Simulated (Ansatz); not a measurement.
# HfIn4SiO6 (C2) in Ansatz: band structure with LDA

Aim: the band structure of HfIn4SiO6 with LDA.

Program: Ansatz 0.2.0. These are calculated values, not measurements. Logs are shortened: lines on timing, memory, paths and dates and some standing lists are left out, and cuts for length are marked.

### 1 Starting point

It takes space group C2 (No. 5, monoclinic). Conventional cell: a = 5.432 Å, b = 9.407 Å, c = 7.636 Å, α = 90.00°, β = 104.07°, γ = 90.00°. Hf (site symmetry 2) has 6 O at 2.13 to 2.14 Å as nearest neighbours. In (site symmetry 2) has 2 O at 2.73 Å and 4 In at 3.12 Å as nearest neighbours. In (site symmetry 2) is surrounded by 6 O at 2.23 Å. In (site symmetry 2) has 2 O at 2.73 Å and 3 In at 3.07 to 3.12 Å as nearest neighbours. In (site symmetry 2) has 2 O at 2.73 Å and 3 In at 3.07 to 3.12 Å as nearest neighbours. Around Si (site symmetry 2) lie 6 O at 1.85 Å. Around O (site symmetry 1) lie 1 Si at 1.85 Å. O (site symmetry 1) is surrounded by 1 Si at 1.85 Å.

The cell was built by a generator and needn't be a form met in nature.

### 2 Band structure, LDA

File input.yaml:

```yaml
crystal:
  lattice:
    - [2.71585, -4.70357, 0.00833]
    - [2.71585, 4.70357, 0.00833]
    - [-1.87915, 0.0, 7.40127]
  atoms:
    - { symbol: Hf, position: [0.78835, 0.21165, 0.0] }
    - { symbol: In, position: [0.62175, 0.37825, 0.5] }
    - { symbol: In, position: [0.45502, 0.54498, 0.0] }
    - { symbol: In, position: [0.28407, 0.71593, 0.5] }
    - { symbol: In, position: [0.95814, 0.04186, 0.5] }
    - { symbol: Si, position: [0.12168, 0.87832, 0.0] }
    - { symbol: O, position: [0.06219, 0.11415, 0.86666] }
    - { symbol: O, position: [0.88585, 0.93781, 0.13334] }
    - { symbol: O, position: [0.7949, 0.53784, 0.86663] }
    - { symbol: O, position: [0.46216, 0.2051, 0.13337] }
    - { symbol: O, position: [0.15352, 0.62879, 0.13333] }
    - { symbol: O, position: [0.37121, 0.84648, 0.86667] }
kpoints:
  mp_grid: { grid: [4, 4, 3] }
  band_path:
    path:
      - [0.0, 0.0, 0.0]
      - [-0.333349007, -0.333349007, 0.0569735895]
      - [-0.3635935574, -0.3635935574, 0.4067587612]
      - [-0.3031044566, -0.3031044566, 0.7071884177]
      - [0.0, 0.0, 0.5]
      - [-0.5, 0.5, 0.5]
      - [-0.6364064426, 0.3635935574, 0.5932412388]
    npoints: 12
scf:
  occupations: { method: fermi_dirac, width: 0.05 }
hamiltonian:
  xc: lda
  pseudopotentials: { kind: all_electron, lapw: { basis_error: 0.002 } }
output:
  forces: true
  stress: true
  eigenvalues: true
```

Potentials or basis: all-electron LAPW, scalar-relativistic.

On the command line:

```
> ansatz run input.yaml --threads 8 --pin off --max-ram 24576MiB --backend cpu --events-out ev --progress --plain --runs-dir out
```

The program printed:

```text
Warning: RAYON_NUM_THREADS=8 ignored (pool sized by the plan → 8); use --threads N
LAPW: plane waves up to 9.921 Å⁻¹, error target 2.0e-3 eV per atom; small_component_spin mean_spin; O in spheres of 0.909 Å, 8 of its electrons in bands, Dirac shells []; Si in spheres of 0.943 Å, 12 of its electrons in bands, Dirac shells []; In in spheres of 1.221 Å, 31 of its electrons in bands, Dirac shells []; Hf in spheres of 1.221 Å, 44 of its electrons in bands, Dirac shells [] (how accurate: hamiltonian.pseudopotentials.lapw.basis_error, Limitations)
[... 76 lines left out ...]
  k-point 1: bands = ["-494.4237", "-490.5056", "-490.5056", "-490.5019", "-490.5019", "-490.4992", "-490.4992", "-416.4799", "-416.4619", "-416.4617", "-416.4206", "-416.4206", "-415.9884", "-415.9859", "-415.9846", "-415.9811", "-415.9799", "-415.9793", "-415.9774", "-415.9766", "-415.9761", "-415.9462", "-415.9461", "-415.9439", "-415.9436", "-415.9426", "-415.9424", "-361.6258", "-361.5886", "-361.5885", "-190.0202", "-190.0039", "-190.0036", "-189.9679", "-189.9678", "-122.6735", "-103.3468", "-102.7128", "-102.7103", "-102.7088", "-79.5610", "-79.5540", "-79.5540", "-62.0081", "-61.9546", "-61.9544", "-61.3351", "-61.3321", "-61.3306", "-61.2951", "-61.2941", "-61.2927", "-61.2923", "-61.2825", "-61.2822", "-50.9988", "-19.8035", "-19.8025", "-19.7758", "-8.7277", "-7.1931", "-7.1872", "-6.4923", "-6.2785", "-6.2739", "-2.8594", "-2.8587", "-2.8248", "-2.6162", "-2.6118", "-2.3183", "-2.1931", "-2.1873", "-2.1271", "-2.1246", "-2.1077", "-2.1066", "-2.0334", "-2.0326", "-2.0148", "-2.0128", "-1.9444", "-1.9378", "-1.9194", "-1.9182", "-0.9570", "-0.9481", "-0.9478", "-0.9108", "-0.9104", "-0.9104", "-0.8952", "2.7577", "4.0940", "4.8796", "4.8822", "5.2574", "5.8626", "6.2292", "6.2348", "6.3609", "6.9793", "6.9900", "8.1260", "8.2002", "8.4321", "8.5619", "8.6001", "8.9278", "8.9983", "9.0600", "11.6266", "11.7271", "11.7551", "12.3789", "12.4288", "12.5064", "12.5786", "14.1124", "14.6469", "14.7502", "14.7649", "16.2952", "17.8236", "18.0161", "18.4312", "18.7435", "18.9429", "19.1427", "19.4907", "19.9137", "20.1146", "20.9604", "21.0393", "21.2131", "21.4559", "22.2277"]
  k-point 2: bands = ["-494.4237", "-490.5056", "-490.5056", "-490.5019", "-490.5019", "-490.4992", "-490.4992", "-416.4799", "-416.4619", "-416.4617", "-416.4206", "-416.4206", "-415.9884", "-415.9859", "-415.9846", "-415.9811", "-415.9799", "-415.9793", "-415.9774", "-415.9766", "-415.9761", "-415.9462", "-415.9461", "-415.9439", "-415.9436", "-415.9426", "-415.9424", "-361.6258", "-361.5886", "-361.5885", "-190.0202", "-190.0039", "-190.0036", "-189.9679", "-189.9678", "-122.6735", "-103.3468", "-102.7128", "-102.7103", "-102.7088", "-79.5610", "-79.5540", "-79.5540", "-62.0081", "-61.9546", "-61.9544", "-61.3350", "-61.3321", "-61.3307", "-61.2969", "-61.2950", "-61.2901", "-61.2891", "-61.2847", "-61.2831", "-50.9987", "-19.8067", "-19.8038", "-19.7756", "-8.5234", "-7.2956", "-7.0866", "-6.6289", "-6.4529", "-6.2454", "-2.8641", "-2.8565", "-2.8239", "-2.6126", "-2.6043", "-2.2995", "-2.2699", "-2.2150", "-2.1866", "-2.1814", "-2.1501", "-2.0918", "-2.0523", "-2.0424", "-2.0248", "-1.9746", "-1.9323", "-1.9067", "-1.8174", "-1.8132", "-0.9574", "-0.9489", "-0.9483", "-0.9212", "-0.9141", "-0.9062", "-0.8877", "2.9314", "4.2354", "4.9443", "5.0463", "5.2832", "5.4063", "6.2323", "6.4296", "6.8017", "7.2911", "7.3848", "7.7170", "7.8201", "8.1265", "8.2843", "8.4586", "8.7097", "8.7737", "9.0819", "9.6348", "10.8118", "10.9143", "13.2807", "13.7531", "13.8818", "14.3420", "14.6342", "14.7371", "15.0619", "16.1310", "16.2281", "17.0065", "17.3223", "18.0805", "18.2956", "18.7471", "18.9945", "19.3851", "20.1740", "20.6471", "20.9801", "21.0796", "21.3412", "21.6520", "21.9065"]
  k-point 16: bands = ["-494.4237", "-490.5056", "-490.5056", "-490.5019", "-490.5019", "-490.4992", "-490.4992", "-416.4799", "-416.4619", "-416.4617", "-416.4206", "-416.4206", "-415.9884", "-415.9859", "-415.9846", "-415.9811", "-415.9799", "-415.9793", "-415.9774", "-415.9766", "-415.9761", "-415.9462", "-415.9461", "-415.9439", "-415.9436", "-415.9426", "-415.9424", "-361.6258", "-361.5886", "-361.5885", "-190.0202", "-190.0039", "-190.0036", "-189.9679", "-189.9678", "-122.6735", "-103.3468", "-102.7127", "-102.7103", "-102.7089", "-79.5610", "-79.5540", "-79.5540", "-62.0081", "-61.9546", "-61.9544", "-61.3349", "-61.3321", "-61.3308", "-61.2973", "-61.2933", "-61.2914", "-61.2872", "-61.2857", "-61.2840", "-50.9987", "-19.8112", "-19.8037", "-19.7753", "-8.2419", "-7.4264", "-6.9795", "-6.6941", "-6.6787", "-6.3118", "-2.8700", "-2.8592", "-2.8159", "-2.6126", "-2.5890", "-2.4339", "-2.2471", "-2.2283", "-2.2070", "-2.1714", "-2.1406", "-2.0974", "-2.0808", "-1.9812", "-1.9803", "-1.9652", "-1.9040", "-1.8892", "-1.8653", "-1.7177", "-0.9579", "-0.9504", "-0.9485", "-0.9298", "-0.9170", "-0.9025", "-0.8792", "3.2147", "4.5770", "4.8028", "5.1573", "5.3082", "5.7037", "5.9555", "6.3745", "6.7228", "6.9479", "7.0383", "7.5985", "7.6388", "7.9630", "8.0664", "8.3274", "8.7872", "9.0519", "9.2269", "9.4597", "10.2704", "10.6377", "13.4699", "14.0303", "14.4743", "14.6389", "14.7522", "15.2174", "16.6357", "16.8675", "16.9586", "17.3166", "17.7488", "17.9797", "18.1548", "18.2689", "18.6004", "18.8772", "18.9747", "19.4497", "19.9530", "20.7242", "21.5474", "21.8987", "22.2175"]
```

Wall time 96 s (8 threads of Intel Xeon Platinum 8259CL at 2.50GHz (Skylake/Cascade Lake), shared host); peak memory 2.5 GiB.

Results:

| Property | Result |
| --- | --- |
| Free energy | -1069717.1068 eV |
| Pressure | -8.3 GPa |
| Largest force | 0.419 eV/Å |
| Band gap along the path | none (metal or under the smearing width) |

Forces in eV/Å, atoms in the order of the input:
```
Hf   0.000  0.006  0.000
In   0.000  0.029  0.000
In   0.000  0.008  0.000
In   0.000 -0.006  0.000
In   0.000 -0.026  0.000
Si   0.000  0.003  0.000
O   -0.077  0.055  0.397
O    0.077  0.055 -0.397
O   -0.028 -0.109  0.401
O    0.028 -0.109 -0.401
O   -0.096  0.046 -0.405
O    0.096  0.046  0.405
```

Stress tensor (GPa, compression positive):
```
-8.86  0.00  0.04
 0.00 -8.86  0.00
 0.04  0.00 -7.19
```

Levels at the corners of the path, in eV from the Fermi level:
| point | band 109 | band 110 | band 111 | band 112 | band 113 | band 114 | band 115 | band 116 | band 117 | band 118 |
| --- | --- | --- | --- | --- | --- | --- | --- | --- | --- | --- |
| Γ | -4.05 | -3.68 | -3.57 | -1.09 | -0.87 | -0.45 | -0.31 | -0.13 | -0.09 | 0.40 |
| Y | -3.97 | -3.80 | -3.74 | -3.45 | -3.37 | 1.15 | 1.25 | 1.36 | 1.79 | 1.92 |
| F | -3.91 | -3.83 | -3.72 | -3.24 | -3.15 | 0.78 | 1.03 | 1.49 | 1.62 | 2.18 |
| H | -3.94 | -3.93 | -3.58 | -3.36 | -3.21 | 0.96 | 1.17 | 1.41 | 1.45 | 1.69 |
| Z | -3.69 | -3.57 | -3.41 | -1.17 | -1.08 | -0.87 | -0.29 | -0.24 | -0.14 | -0.09 |
| I | -3.85 | -3.59 | -3.35 | -3.10 | -2.35 | -2.09 | 0.76 | 1.31 | 1.88 | 2.00 |
| F1 | -3.91 | -3.83 | -3.72 | -3.24 | -3.15 | 0.78 | 1.03 | 1.49 | 1.62 | 2.18 |

Caveat: the k mesh is thin for a metal, which can move the energy by tens of meV per atom; spin-orbit coupling is left out, which moves the levels of the heavy elements.
